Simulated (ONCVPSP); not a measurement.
# Phosphorus: generating and testing an ONCV potential

Task: generate the file, and judge it by its errors in other configurations, its logarithmic derivatives, its ghosts and its cutoff.

The numbers are computed with ONCVPSP 4.0.1.1 (patched build) (PBEsol, scalar-relativistic, spin-unpolarised reference atom).

### Step 1. The design

Typed settings, in words:

| Item | Value |
| --- | --- |
| element | phosphorus (P, Z = 15) |
| type | optimised norm-conserving Vanderbilt (ONCV) |
| frozen core | [Ne] |
| valence charge | 5 |
| reference configuration | 3s2 3p2.75 (charge +0.25) |
| partial waves | 3s: rc 1.35 bohr, ncon 3, nbas 7, qcut 5.8 1/bohr, 2 projectors, debl 3 Ha; 3p: rc 1.40 bohr, ncon 4, nbas 8, qcut 5 1/bohr, 3 projectors, debl 2.2 Ha; d scattering state at 0.42 Ha: rc 1.15 bohr, ncon 4, nbas 7, qcut 7.4 1/bohr, 2 projectors, debl 2.1 Ha |
| local potential | polynomial inside 0.95 bohr (lpopt 2, dvloc0 6 Ha) |
| core correction | not asked for |

The nodes and maxima of the atom's own shells, from an earlier all-electron run, set the scale for the radii.

All-electron outer shells of the reference configuration (PBEsol, scalar-relativistic, ld1.x):

| shell | level (eV) | outermost node (bohr) | outermost maximum (bohr) |
| --- | --- | --- | --- |
| 2s | -175.99 | 0.14 | 0.42 |
| 2p | -126.75 | – | 0.36 |
| 3s | -16.09 | 0.65 | 1.58 |
| 3p | -7.50 | 0.64 | 1.81 |

### Step 2. The generation run

Input file P.dat:

```
# ATOM AND REFERENCE CONFIGURATION
# atsym  z   nc   nv     iexc    psfile
  P 15.00    3    2  -116133      upf
#
#   n    l    f
    1    0    2.00
    2    0    2.00
    2    1    6.00
    3    0    2.00
    3    1    2.75
#
# PSEUDOPOTENTIAL AND OPTIMIZATION
# lmax
    2
#
#   l,   rc,      ep,       ncon, nbas, qcut
    0    1.35    0.00    3    7    5.80
    1    1.40    0.00    4    8    5.00
    2    1.15    0.42    4    7    7.40
#
# LOCAL POTENTIAL
# lloc, lpopt,  rc(5),   dvloc0
    4    2    0.95    6.00
#
# VANDERBILT-KLEINMAN-BYLANDER PROJECTORs
# l, nproj, debl
    0    2    3.00
    1    3    2.20
    2    2    2.10
#
# MODEL CORE CHARGE
# icmod, fcfact, rcfact
    0    0.00    0.00
#
# LOG DERIVATIVE ANALYSIS
# epsh1, epsh2, depsh
   -2.00    5.00    0.02
#
# OUTPUT GRID
# rlmax, drl
    6.00    0.01
#
# TEST CONFIGURATIONS
# ncnf
    4
# nvcnf
#   n    l    f
    2
    3    0    2.00
    3    1    3.00
#
    2
    3    0    2.00
    3    1    2.00
#
    2
    3    0    2.00
    3    1    1.00
#
    2
    3    0    1.00
    3    1    4.00
#
```

Run with:

```bash
$ oncvpsp.x < P.dat > P.out
```

What does the calculation give? Wanted: cutoffs for 1 and 0.1 mHa per electron, occupied waves; bound ghosts; GHOST(+) flags; largest test error; largest phase difference near zero energy, channels read.

The runs gave:

```
                                                quantity                                    value
  cutoffs for 1 and 0.1 mHa per electron, occupied waves                          11 Ha and 49 Ha
                                            bound ghosts                           p at -85.25 eV
                                          GHOST(+) flags  s at 203 eV, p at 1981 eV, p at 2892 eV
                            largest test error (AE − PS)                    +7.5 meV, for 3s2 3p1
largest phase difference near zero energy, channels read                                0.001 rad
```

In words: A bound ghost (p) makes it unfit for use: electrons can fall into a state that the atom doesn't have. The worst unpolarised test, 3s2 3p1, is off by 7.5 meV on 27.2 eV; by total energies transferability rates as good. Atomic tests can pass in spite of a ghost, since they solve only for the levels asked. The potential is soft on the atom at that tolerance: the looser tolerance needs 11 Ha. The tighter tolerance needs 49 Ha, and converged work needs a cutoff nearer that. At the looser tolerance the 3s wave is the slowest; 3p needs 5 Ha. That counts occupied waves only; other projectors can need more. Near zero energy the phases of the channels with partial waves agree within 0.001 rad. The program also flags highly localised states, GHOST(+) (s, p). All of this concerns the isolated atom, not yet a solid.
